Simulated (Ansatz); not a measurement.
# CH4BNS: two geometries relaxed

Are the two ends of the inversion of the pyramid at N1 separate minima, and which lies lower? Each is relaxed from a guess. SMILES of the start: NB1CS1.

Method: RKS PBE-D4/def2-SVP, in Ansatz 0.2.0.

**1. Starting point**

Bond lengths: N1–B2 1.471 Å, B2–C3 1.549 Å, B2–S4 1.951 Å, C3–S4 1.643 Å, N1–H5 1.103 Å, N1–H6 1.072 Å, C3–H7 1.159 Å, C3–H8 1.098 Å. Angles: N1–B2–C3 143.7°, N1–B2–S4 151.0°, C3–B2–S4 54.5°, B2–N1–H5 106.6°, B2–N1–H6 109.4°, H5–N1–H6 102.0°, B2–C3–S4 75.3°, B2–C3–H7 113.6°, B2–C3–H8 115.0°, S4–C3–H7 113.1°, S4–C3–H8 119.4°, H7–C3–H8 114.6°, B2–S4–C3 50.2°.

Structure file:

```xyz
8

N    -0.2149    1.5886   -0.0581
B     0.0469    0.1728   -0.3601
C     0.5534   -1.1596    0.2468
S    -0.5720   -1.6079   -0.8629
H    -0.7068    2.0146   -0.9487
H    -0.9905    1.6578    0.6786
H     1.6361   -1.4306   -0.0671
H     0.3400   -1.2928    1.3158
```

**2. End point A**

input.yaml

```yaml
crystal:
  periodic: [false, false, false]
  atoms:
    - { symbol: "N", position_ang: [-0.2149, 1.5886, -0.0581] }
    - { symbol: B, position_ang: [0.0469, 0.1728, -0.3601] }
    - { symbol: C, position_ang: [0.5534, -1.1596, 0.2468] }
    - { symbol: S, position_ang: [-0.572, -1.6079, -0.8629] }
    - { symbol: H, position_ang: [-0.7068, 2.0146, -0.9487] }
    - { symbol: H, position_ang: [-0.9905, 1.6578, 0.6786] }
    - { symbol: H, position_ang: [1.6361, -1.4306, -0.0671] }
    - { symbol: H, position_ang: [0.34, -1.2928, 1.3158] }
basis:
  gaussian: { orbitals: def2-SVP }
hamiltonian:
  xc: pbe
  dispersion: d4
relax:
  f_tol: 0.015
  max_steps: 40
output:
  orbitals: {}
```

Launch:

```
$ ansatz run input.yaml --threads 1 --pin off --max-ram 2048MiB --backend cpu --events-out ev --progress --plain --runs-dir out
```

The log of the run (excerpt; [...] marks lines left out):

```text
Warning: RAYON_NUM_THREADS=1 ignored (pool sized by the plan → 1); use --threads N
[...]
Functional definition: PBE
[...]
921 factors; their error is unknown
[...]
mean field -14088.24013038 eV, -517.7332754393 hartree, gradient 1.2e-5 eV, S^2 0.000000; 0 other end points of the search recorded, 0 dependent functions left out
[...]
reference -14088.24015983 eV, -517.7332765215 hartree; 19, 19 occupied and 61, 61 virtual orbitals, 921 factors
relax step   1: F+E_penalty+E_count = -14088.38590928 eV  Δ(F+E_penalty+E_count) = +0.000e0 eV  max|allowed force component| = 5.620e0 eV/Å  Δτ_max = 0.0000 Å  (30 SCF iters, accepted)
[...]
relax step   3: F+E_penalty+E_count = -14090.06216443 eV  Δ(F+E_penalty+E_count) = -6.061e-1 eV  max|allowed force component| = 1.687e0 eV/Å  Δτ_max = 0.1946 Å  (35 SCF iters, accepted)
[...]
relax step   5: F+E_penalty+E_count = -14090.38648945 eV  Δ(F+E_penalty+E_count) = -1.089e-1 eV  max|allowed force component| = 1.057e0 eV/Å  Δτ_max = 0.2000 Å  (36 SCF iters, accepted)
[...]
relax step   7: F+E_penalty+E_count = -14090.45143584 eV  Δ(F+E_penalty+E_count) = -2.497e-3 eV  max|allowed force component| = 2.774e-1 eV/Å  Δτ_max = 0.1499 Å  (27 SCF iters, accepted)
[...]
relax step   9: F+E_penalty+E_count = -14090.46665057 eV  Δ(F+E_penalty+E_count) = -1.083e-3 eV  max|allowed force component| = 5.565e-2 eV/Å  Δτ_max = 0.0215 Å  (29 SCF iters, accepted)
[...]
relax step  10: F+E_penalty+E_count = -14090.46703881 eV  Δ(F+E_penalty+E_count) = -3.882e-4 eV  max|allowed force component| = 5.430e-2 eV/Å  Δτ_max = 0.0162 Å  (29 SCF iters, accepted)
[...]
relax step  11: F+E_penalty+E_count = -14090.46709540 eV  Δ(F+E_penalty+E_count) = -5.659e-5 eV  max|allowed force component| = 6.623e-3 eV/Å  Δτ_max = 0.0033 Å  (24 SCF iters, accepted)
921 factors; their error is unknown
[...]
mean field -14090.31876569 eV, -517.8096638780 hartree, gradient 1.7e-5 eV, S^2 0.000000; 1 other end points of the search recorded, 0 dependent functions left out
[...]
reference -14090.31879667 eV, -517.8096650165 hartree; 19, 19 occupied and 61, 61 virtual orbitals, 921 factors
Total energy: -14090.46712638 eV, -517.8151160329 hartree
Atom 0 at    -0.507128     1.413589    -0.176770 Å, force    -0.001701    -0.004874    -0.004717 eV/Å
Atom 1 at    -0.174913     0.064680    -0.252317 Å, force    -0.002956     0.004866    -0.002584 eV/Å
Atom 2 at     0.586349    -1.117507     0.376516 Å, force     0.004202    -0.002186     0.006623 eV/Å
Atom 3 at    -0.404582    -1.420445    -1.216563 Å, force     0.001085    -0.001007     0.000250 eV/Å
Atom 4 at    -1.101791     1.878797    -0.862145 Å, force    -0.000530     0.000285     0.000719 eV/Å
Atom 5 at    -0.174892     2.021417     0.571253 Å, force     0.002589     0.003301     0.004113 eV/Å
Atom 6 at     1.677886    -1.237371     0.249585 Å, force    -0.001933    -0.000490    -0.001655 eV/Å
Atom 7 at     0.191272    -1.660260     1.254740 Å, force    -0.000756     0.000104    -0.002749 eV/Å
Dipole moment:     0.004534     0.559632     0.241901 e Å
```

Wall time 31 s (1 thread of Arm Neoverse V1, shared host); peak memory 0.14 GiB.

Step by step:

```
step  energy from step 1 (eV)  largest force component (eV/Å)
   1                   0.0000                          5.6200
   2                  -1.0702                          2.7289
   3                  -1.6763                          1.6868
   4                  -1.8917                          1.1687
   5                  -2.0006                          1.0569
   6                  -2.0630                          0.3616
   7                  -2.0655                          0.2774
   8                  -2.0797                          0.1282
   9                  -2.0807                          0.0556
  10                  -2.0811                          0.0543
  11                  -2.0812                          0.0066
```

Step 1 is the start.

After: Bond lengths: N1–B2 1.391 Å, B2–C3 1.540 Å, B2–S4 1.786 Å, C3–S4 1.900 Å, N1–H5 1.020 Å, N1–H6 1.019 Å, C3–H7 1.105 Å, C3–H8 1.105 Å. Angles: N1–B2–C3 147.1°, N1–B2–S4 143.6°, C3–B2–S4 69.2°, B2–N1–H5 123.0°, B2–N1–H6 122.7°, H5–N1–H6 114.3°, B2–C3–S4 61.5°, B2–C3–H7 121.6°, B2–C3–H8 121.6°, S4–C3–H7 113.7°, S4–C3–H8 113.7°, H7–C3–H8 113.0°, B2–S4–C3 49.3°.

**3. Relaxing end B**

The second end starts from a geometry with the move made by hand.

input.yaml: that of step 2 with these lines changed.

```diff
@@ -7,4 +7,4 @@
     - { symbol: S, position_ang: [-0.572, -1.6079, -0.8629] }
-    - { symbol: H, position_ang: [-0.7068, 2.0146, -0.9487] }
-    - { symbol: H, position_ang: [-0.9905, 1.6578, 0.6786] }
+    - { symbol: H, position_ang: [0.51799, 2.17474, -0.63769] }
+    - { symbol: H, position_ang: [0.08106, 1.7979, 0.9507] }
     - { symbol: H, position_ang: [1.6361, -1.4306, -0.0671] }
@@ -19,3 +19 @@
   max_steps: 40
-output:
-  orbitals: {}
```

Launch:

```
$ ansatz run input.yaml --threads 1 --pin off --max-ram 2048MiB --backend cpu --events-out ev --progress --plain --runs-dir out
```

The log of the run (excerpt; [...] marks lines left out):

```text
Warning: RAYON_NUM_THREADS=1 ignored (pool sized by the plan → 1); use --threads N
[...]
[... 1 set-up line as earlier in the session ...]
[...]
921 factors; their error is unknown
[...]
mean field -14088.15395377 eV, -517.7301085073 hartree, gradient 5.3e-5 eV, S^2 0.000000; 0 other end points of the search recorded, 0 dependent functions left out
[...]
reference -14088.15398342 eV, -517.7301095970 hartree; 19, 19 occupied and 61, 61 virtual orbitals, 921 factors
relax step   1: F+E_penalty+E_count = -14088.29945213 eV  Δ(F+E_penalty+E_count) = +0.000e0 eV  max|allowed force component| = 5.504e0 eV/Å  Δτ_max = 0.0000 Å  (27 SCF iters, accepted)
[...]
relax step   3: F+E_penalty+E_count = -14089.98234853 eV  Δ(F+E_penalty+E_count) = -6.010e-1 eV  max|allowed force component| = 1.103e0 eV/Å  Δτ_max = 0.1947 Å  (36 SCF iters, accepted)
[...]
reference -14090.31879538 eV, -517.8096649690 hartree; 19, 19 occupied and 61, 61 virtual orbitals, 921 factors
Total energy: -14090.46712437 eV, -517.8151159591 hartree
Atom 0 at     0.107243     1.535536    -0.053092 Å, force    -0.000269    -0.000651     0.000296 eV/Å
Atom 1 at     0.131175     0.149869    -0.174989 Å, force     0.000164     0.001266    -0.000520 eV/Å
Atom 2 at     0.614615    -1.191697     0.407638 Å, force     0.000460    -0.000656     0.001207 eV/Å
Atom 3 at    -0.426413    -1.214936    -1.182125 Å, force    -0.000747    -0.000083    -0.001655 eV/Å
Atom 4 at    -0.372783     2.143934    -0.715785 Å, force    -0.000611     0.000498    -0.000312 eV/Å
Atom 5 at     0.570175     2.028953     0.709704 Å, force     0.000346     0.000584     0.000204 eV/Å
Atom 6 at     1.651683    -1.545922     0.263384 Å, force    -0.000376    -0.001001     0.000795 eV/Å
Atom 7 at     0.112856    -1.662597     1.272675 Å, force     0.001033     0.000042    -0.000016 eV/Å
Dipole moment:     0.129739     0.536380     0.259270 e Å
```

Wall time 30 s (1 thread of Arm Neoverse V1, shared host); peak memory 0.25 GiB.

The steps of the relaxation:

```
step  energy from step 1 (eV)  largest force component (eV/Å)
   1                   0.0000                          5.5041
   2                  -1.0818                          2.5953
   3                  -1.6829                          1.1030
   4                  -1.9154                          0.9346
   5                  -2.0879                          0.5839
   6                  -2.1467                          0.8552
   7                  -2.1646                          0.2487
   8                  -2.1651                          0.2732
   9                  -2.1672                          0.0568
  10                  -2.1676                          0.0181
  11                  -2.1676                          0.0017
```

Step 1 is the start.

After: Bond lengths: N1–B2 1.391 Å, B2–C3 1.540 Å, B2–S4 1.785 Å, C3–S4 1.900 Å, N1–H5 1.020 Å, N1–H6 1.020 Å, C3–H7 1.105 Å, C3–H8 1.105 Å. Angles: N1–B2–C3 147.1°, N1–B2–S4 143.6°, C3–B2–S4 69.2°, B2–N1–H5 123.1°, B2–N1–H6 122.7°, H5–N1–H6 114.3°, B2–C3–S4 61.5°, B2–C3–H7 121.6°, B2–C3–H8 121.6°, S4–C3–H7 113.6°, S4–C3–H8 113.6°, H7–C3–H8 113.0°, B2–S4–C3 49.3°.

**4. Outcome**

```
                           quantity                     value
                              end A  10 moves, 2.081 eV lower
                              end B  10 moves, 2.168 eV lower
largest difference between the ends                    0.00 Å
            end B relative to end A                 +0.000 eV
```

The two relaxations end at one structure, within 0.00 Å: no second minimum was found from this start, which doesn't rule one out.
